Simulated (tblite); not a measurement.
# C13H30Si13: the cost of one run

Programs: tblite 0.8.0 and PySCF 2.14.0, with routines of our own; each step states its level. All values are computed. Atoms count from 0.

## 1. The system as given

56 atoms, charge 0, multiplicity 1; geometry from: force field, distance geometry or constructed start.

## 2. Relaxing the molecule with GFN2-xTB

What the job is given:

```
{"job": {"kind": "relax", "xc": "GFN2-xTB", "basis": "xTB"}, "charge": 0, "multiplicity": 1}
C     -1.536600    -0.891800    -1.593600
C     -0.003200    -3.557300    -1.598900
C      0.005200    -0.002300     0.926200
Si    -0.000700     0.004400    -0.968900
C     -3.084000    -0.001200     0.928600
Si    -3.086300    -0.000500    -0.965300
Si    -1.541400    -0.888300     1.551200
C     -1.538100    -2.667200     0.926700
Si    -1.538800    -2.672000    -0.963100
Si    -0.002800    -3.560700     1.556100
C     -0.002100     1.778800    -1.594100
C     -3.085500     1.778000    -1.592000
C     -1.544900     2.670600     0.930200
Si    -1.539300     2.669300    -0.965400
Si    -0.002200     1.785100     1.554700
Si    -3.084900     1.780600     1.560800
C      1.541900    -0.888100    -1.591100
C      3.081900    -0.003400     0.924200
Si     3.082400     0.001800    -0.960200
Si     1.544300    -0.889100     1.557200
C      1.539200    -2.666100     0.926700
Si     1.540600    -2.668400    -0.962900
C      3.086400     1.784600    -1.585400
C      1.537300     2.665600     0.923700
Si     1.542000     2.672500    -0.961800
Si     3.076900     1.779100     1.557000
H     -1.540800    -0.887700    -2.682700
H     -0.000600    -3.559300    -2.680800
H      0.000600    -4.587200    -1.230700
H     -3.971900    -0.513400     1.292000
H     -4.255100    -0.678200    -1.443800
H     -1.543400    -0.888700     2.994700
H     -2.432500    -3.183700     1.286700
H     -2.715100    -3.350100    -1.439000
H      0.001200    -3.558100     2.991200
H      0.000500    -4.915400     1.071600
H     -0.000800     1.780100    -2.686100
H     -3.082100     1.782500    -2.684600
H     -3.971900     2.289900    -1.228800
H     -1.546300     3.701000     1.289800
H     -1.541600     4.025300    -1.438900
H      0.005900     1.774400     2.998200
H     -4.253800     2.459800     1.070900
H     -3.080400     1.779500     2.992700
H      1.537800    -0.888300    -2.679600
H      3.971100    -0.512200     1.285200
H      4.261100    -0.678700    -1.443300
H      1.541200    -0.887400     2.996800
H      2.433100    -3.183400     1.288800
H      2.719100    -3.348100    -1.440700
H      3.082100     1.772700    -2.678900
H      3.979600     2.295100    -1.229000
H      1.541100     3.697200     1.288700
H      1.538100     4.026000    -1.445700
H      4.259400     2.457900     1.076000
H      3.082500     1.783000     2.995100
```

Launch:

```console
$ OMP_NUM_THREADS=2 python large_run.py task.json out
```

The driver reads the jobs from task.json and runs them one after another.

**Question.** How long does this first job take on 2 threads of Arm Neoverse V1, shared host, and how much memory does it need?

About 2.5 s, with a peak of 0.16 GiB.
